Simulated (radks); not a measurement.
**Valence configurations of Ru**

An exercise on one series of results from a longer session: the logs are not shown, and one member is left open.

Method: scalar-relativistic Kohn-Sham, SCAN, spin-polarised, spherical densities, finite nucleus; open shells are filled with parallel spins first. Code: radks (a radial shooting solver on a logarithmic mesh, Libxc functionals) version 1.

1 further run of the same task is left out (it didn't finish).

## The atom as given

* element: ruthenium (Z = 44)
* charge: 0
* electrons: 44
* configuration: [Kr] 4d7 5s1
* nuclear rms radius: 4.4809 fm
* others tried: 4d7 5s0.5 5p0.5; 4d8; 4d7.5 5s0.5; 4d6 5s1 5p1; 4d5 5s1 5p2; 4d5 5p3; 4d6.5 5s1.5; 4d6.5 5s0.5 5p1

The outer shells:

Ru
```
[Kr] core
4d [↑↓][↑↓][↑ ][↑ ][↑ ]
5s [↑ ]
```

The first run:

The run's settings:

```text
Z 44
configuration [Kr] 4d7 5s1
relativity scalar-relativistic
functional scan,scan
spin polarised
nucleus finite rms 4.4809 fm
c 137.035999084
```

Steps of the session up to this table: [Kr] 4d7 5s1.

One table of the session follows, with a row left open; its other results are not shown here.

It belongs to the step «[Kr] 4d7 5s1». Sizes of the orbitals, from the radial functions (bohr):

| level | <r> | outermost maximum (interpolated) | 90 % within | nodes |
| --- | --- | --- | --- | --- |
| 4s up | 1.023 | 0.919 | 1.49 | 3 |
| 4s down | 1.020 | 0.915 | 1.48 | 3 |
| 4p up | 1.132 | 0.986 | 1.67 | 2 |
| 4p down | 1.127 | 0.982 | 1.67 | 2 |
| 4d up | 1.688 | 1.21 | 2.77 | 1 |
| 5s up | ? | ? | ? | ? |
| 4d down | 1.727 | 1.20 | 2.88 | 1 |
| 5s down | 3.645 | 2.87 | 5.63 | 4 |

Estimate the missing values for 5s up.

**Answer.** <r>: 3.224; outermost maximum (interpolated): 2.67; 90 % within: 4.82; nodes: 4. In the column «<r>» it lies between 4d down (1.727) and 5s down (3.645).
